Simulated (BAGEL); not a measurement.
# singlet B2NH3F+: levels of theory compared

We compute a comparison of 6 runs (HF/6-31G*, HF/aug-cc-pVDZ, B3LYP/6-31G*, B3LYP/aug-cc-pVDZ, PBE0/aug-cc-pVDZ, RI-MP2/aug-cc-pVDZ) of singlet B2NH3F+. 

Program for the calculation: BAGEL 1.2.2.

20 further runs of the same task are left out: 20 set aside as unsound or not needed.

## Step 1: The molecule

B2NH3F+ has 7 atoms, charge +1, and is taken as a singlet. As SMILES of the parent species, `B[N]BF`. The shape is that of a GFN2-xTB optimisation. This is one conformer, not always the lowest. That shape belongs to the parent species and isn't relaxed for this state.

Bond lengths: B1–N2 1.323 Å, N2–B3 1.366 Å, B3–F4 1.331 Å, B1–H5 1.178 Å, B1–H6 1.179 Å, B3–H7 1.182 Å. Angles: B1–N2–B3 172.9°, N2–B3–F4 121.7°, N2–B1–H5 122.8°, N2–B1–H6 120.9°, N2–B3–H7 121.7°, F4–B3–H7 116.6°, H5–B1–H6 116.3°.

## Step 2: A single-point energy at HF/6-31G(d) (density fitting with qzvpp-jkfit, spherical functions) (run 1)

File hf.json:

```json
{ "bagel" : [

{
  "title" : "molecule",
  "basis" : "6-31gs.json",
  "df_basis" : "qzvpp-jkfit",
  "angstrom" : true,
  "geometry" : [
    { "atom" : "B", "xyz" : [   -0.833390,    1.052730,   -0.144290 ] },
    { "atom" : "N", "xyz" : [   -0.035920,    0.019970,    0.073430 ] },
    { "atom" : "B", "xyz" : [    0.844810,   -1.022290,    0.140430 ] },
    { "atom" : "F", "xyz" : [    0.537740,   -2.158210,    0.763150 ] },
    { "atom" : "H", "xyz" : [   -0.844980,    1.647720,   -1.161250 ] },
    { "atom" : "H", "xyz" : [   -1.582900,    1.424760,    0.686210 ] },
    { "atom" : "H", "xyz" : [    1.914640,   -0.964670,   -0.357690 ] }
  ]
},
{
  "title" : "hf",
  "charge" : 1
},
{
  "title" : "print",
  "file" : "orbitals.molden",
  "orbitals" : true
}

]}
```

The basis set 6-31G* is read from a file made from the Basis Set Exchange's data (not shown).

Launch:

```bash
$ BAGEL_NUM_THREADS=1 BAGEL hf.json > hf.out
```

The log of the run:

```text
* using 1 threads per process

  ===============================================================
  ===============================================================

  *** Geometry ***

  { "atom" : "B", "xyz" : [     -1.574879,      1.989371,     -0.272669 ] },
  { "atom" : "N", "xyz" : [     -0.067879,      0.037738,      0.138763 ] },
  { "atom" : "B", "xyz" : [      1.596460,     -1.931848,      0.265374 ] },
  { "atom" : "F", "xyz" : [      1.016181,     -4.078426,      1.442144 ] },
  { "atom" : "H", "xyz" : [     -1.596781,      3.113740,     -2.194444 ] },
  { "atom" : "H", "xyz" : [     -2.991247,      2.692406,      1.296749 ] },
  { "atom" : "H", "xyz" : [      3.618145,     -1.822962,     -0.675936 ] },

  Number of auxiliary basis functions:      358

  Since a DF basis is specified, we compute 2- and 3-index integrals:
    o Being stored without compression. Storage requirement is 0.011 GB

  Number of basis functions:       62
  Number of electrons      :       29

    * METHOD: MOLECULE                             0.09

  *** RHF ***

  === Nuclear Repulsion ===
    90.1674551030

      * DIIS with orbital gradients will be used.

  === RHF iteration (6-31gs.json) ===
      0       -204.36829830          0.03105458           0.02
      1       -204.51879875          0.02462071           0.02
      2       -204.65286442          0.00410660           0.02
[... 20 lines of this table left out ...]
     23       -204.66718143          0.00000001           0.02
    * SCF iteration converged.

    * Permanent dipole moment:
           (    0.563455,    -2.022600,     0.644738) a.u.

    * METHOD: HF                                   0.43

    * METHOD: PRINT                                0.01

  ===============================================================
```

It took 0.74 s on 1 thread of AMD EPYC 9R45 (Zen 5), shared host.

## Step 3: A single-point energy at HF/aug-cc-pVDZ (density fitting with qzvpp-jkfit) (run 2)

File hf.json:

```json
{ "bagel": [

{
  "title": "molecule",
  "basis": "aug-cc-pvdz.json",
  "df_basis": "qzvpp-jkfit",
  "angstrom": true,
  "geometry": [
    { "atom": "B", "xyz": [      -0.833390,       1.052730,      -0.144290 ] },
    { "atom": "N", "xyz": [      -0.035920,       0.019970,       0.073430 ] },
    { "atom": "B", "xyz": [       0.844810,      -1.022290,       0.140430 ] },
    { "atom": "F", "xyz": [       0.537740,      -2.158210,       0.763150 ] },
    { "atom": "H", "xyz": [      -0.844980,       1.647720,      -1.161250 ] },
    { "atom": "H", "xyz": [      -1.582900,       1.424760,       0.686210 ] },
    { "atom": "H", "xyz": [       1.914640,      -0.964670,      -0.357690 ] }
  ]
},

{
  "title": "hf",
  "charge": 1
},

{
  "title": "print",
  "file": "orbitals.molden",
  "orbitals": true
}

]}
```

The basis set aug-cc-pVDZ is read from a file made from the Basis Set Exchange's data (not shown).

Launch:

```bash
$ BAGEL_NUM_THREADS=1 BAGEL hf.json > hf.out
```

The log of the run:

```text
* using 1 threads per process

  ===============================================================
  ===============================================================

  *** Geometry ***

[... 20 lines left out ...]
  === Nuclear Repulsion ===
    90.1674551030

      * DIIS with orbital gradients will be used.

  === RHF iteration (aug-cc-pvdz.json) ===
      0       -203.85463158          0.03006879           0.03
      1       -203.88257696          0.04031168           0.03
      2       -204.63645199          0.00741318           0.03
[... 19 lines of this table left out ...]
     22       -204.68545721          0.00000001           0.04
    * SCF iteration converged.

    * Permanent dipole moment:
           (    0.561154,    -2.055779,     0.661703) a.u.

    * METHOD: HF                                   0.88

    * METHOD: PRINT                                0.02

  ===============================================================
```

Run time: 1.2 s. Hardware: 1 thread of AMD EPYC 9R45 (Zen 5), shared host; peak memory 0.12 GiB.

Runs 3 to 4 aren't shown in full; the table further down has their settings and results.

## Step 4: A single-point energy at PBE0/aug-cc-pVDZ (density fitting with qzvpp-jkfit) (run 5)

File dft.json:

```json
{ "bagel": [

{
  "title": "molecule",
  "basis": "aug-cc-pvdz.json",
  "df_basis": "qzvpp-jkfit",
  "angstrom": "true",
  "geometry": [
    { "atom": "B", "xyz": [      -0.833390,       1.052730,      -0.144290 ] },
    { "atom": "N", "xyz": [      -0.035920,       0.019970,       0.073430 ] },
    { "atom": "B", "xyz": [       0.844810,      -1.022290,       0.140430 ] },
    { "atom": "F", "xyz": [       0.537740,      -2.158210,       0.763150 ] },
    { "atom": "H", "xyz": [      -0.844980,       1.647720,      -1.161250 ] },
    { "atom": "H", "xyz": [      -1.582900,       1.424760,       0.686210 ] },
    { "atom": "H", "xyz": [       1.914640,      -0.964670,      -0.357690 ] }
  ]
},

{
  "title": "ks",
  "xc_func": "pbe0",
  "charge": 1
},

{
  "title": "print",
  "file": "orbitals.molden",
  "orbitals": "true"
}

]}
```

The basis set aug-cc-pVDZ is read from a file made from the Basis Set Exchange's data (not shown).

Launch:

```bash
$ BAGEL_NUM_THREADS=1 BAGEL dft.json > dft.out
```

The log of the run:

```text
* using 1 threads per process

  ===============================================================
  ===============================================================

  *** Geometry ***

[... 20 lines left out ...]
    * Removing 11516 points whose weight is below 1.00e-10
[... 2 lines left out ...]
  === Nuclear Repulsion ===
    90.1674551030

       - DIIS with orbital gradients will be used.

  === KS iteration (pbe0 / aug-cc-pvdz.json) ===
      0       -181.38216445          0.07572943           0.28
      1       -141.04128041          0.13737179           0.27
      2       -133.88401238          0.17921289           0.28
[... 23 lines of this table left out ...]
     26       -205.53159698          0.00000000           0.27
    * SCF iteration converged.

    * Permanent dipole moment:
           (    0.592232,    -2.042243,     0.670509) a.u.

    * METHOD: KS                                   8.13

    * METHOD: PRINT                                0.02

  ===============================================================
```

It took 8.7 s on 1 thread of AMD EPYC 9R45 (Zen 5), shared host; peak memory 0.5 GiB.

## Step 5: The energy at RI-MP2/aug-cc-pVDZ (density fitting with qzvpp-jkfit) (run 6)

File input.json:

```json
{ "bagel" : [

{
  "title" : "molecule",
  "basis" : "aug-cc-pvdz.json",
  "df_basis" : "qzvpp-jkfit",
  "angstrom" : "true",
  "geometry" : [
    { "atom" : "B", "xyz" : [      -0.833390,       1.052730,      -0.144290 ] },
    { "atom" : "N", "xyz" : [      -0.035920,       0.019970,       0.073430 ] },
    { "atom" : "B", "xyz" : [       0.844810,      -1.022290,       0.140430 ] },
    { "atom" : "F", "xyz" : [       0.537740,      -2.158210,       0.763150 ] },
    { "atom" : "H", "xyz" : [      -0.844980,       1.647720,      -1.161250 ] },
    { "atom" : "H", "xyz" : [      -1.582900,       1.424760,       0.686210 ] },
    { "atom" : "H", "xyz" : [       1.914640,      -0.964670,      -0.357690 ] }
  ]
},

{
  "title" : "hf",
  "charge" : 1
},

{
  "title" : "mp2",
  "charge" : 1,
  "ncore" : 4
}

]}
```

The basis set aug-cc-pVDZ is read from a file made from the Basis Set Exchange's data (not shown).

Launch:

```bash
$ BAGEL_NUM_THREADS=1 BAGEL input.json > input.out
```

The log of the run:

```text
* using 1 threads per process

  ===============================================================
  ===============================================================

  *** Geometry ***

[... 31 lines left out ...]
    * SCF iteration converged.
[... 1 line left out ...]
    * Permanent dipole moment:
[... 2 lines left out ...]
    * METHOD: HF                                   0.97

  *** RHF ***

  === Nuclear Repulsion ===
    90.1674551030

      * DIIS with orbital gradients will be used.

  === RHF iteration (aug-cc-pvdz.json) ===
      0       -204.68545721          0.00000000           0.03
    * SCF iteration converged.

    * Permanent dipole moment:
           (    0.561154,    -2.055779,     0.661703) a.u.

  === DF-MP2 calculation ===

    * freezing 4 orbitals
    * 3-index integral transformation done
    * assembly done

      MP2 correlation energy:   -0.5046164060      0.03

      MP2 total energy:       -205.1900736132

    * METHOD: MP2                                  0.11

  ===============================================================
```

Run time: 1.4 s. Hardware: 1 thread of AMD EPYC 9R45 (Zen 5), shared host; peak memory 0.12 GiB.

## Step 6: The series

```
run                                                                 level  frozen core orbitals  energy (Eh)  HOMO energy (eV)  LUMO energy (eV)  HOMO–LUMO gap (eV)  wall time
  1     HF/6-31G* (density fitting with qzvpp-jkfit, spherical functions)                     –  -204.667181            -20.56             -8.97               11.59     0.74 s
  2                     HF/aug-cc-pVDZ (density fitting with qzvpp-jkfit)                     –  -204.685457            -20.56             -8.95               11.62      1.2 s
  3  B3LYP/6-31G* (density fitting with qzvpp-jkfit, spherical functions)                     –  -205.762179            -16.21            -13.01                3.20      4.8 s
  4                  B3LYP/aug-cc-pVDZ (density fitting with qzvpp-jkfit)                     –  -205.781449            -16.34            -13.06                3.28      8.4 s
  5                   PBE0/aug-cc-pVDZ (density fitting with qzvpp-jkfit)                     –  -205.531597            -16.56            -12.85                3.70      8.7 s
  6                 RI-MP2/aug-cc-pVDZ (density fitting with qzvpp-jkfit)                     4  -205.190074                 –                 –                   –      1.4 s
```

## Step 7: Results

```
                                          quantity          value
                               run 6: total energy  -205.19007 Eh
run 6: correlation energy (4 core orbitals frozen)     -504.6 mEh
```

In words: Over runs 1, 2, 3, 4, 5 the HOMO–LUMO gap runs from 3.20 eV (B3LYP/6-31G*) to 11.62 eV (HF/aug-cc-pVDZ). The two ends differ in method and basis. Totals of different functionals can't be ranked against each other. All runs together took 25 s, the longest 8.7 s.
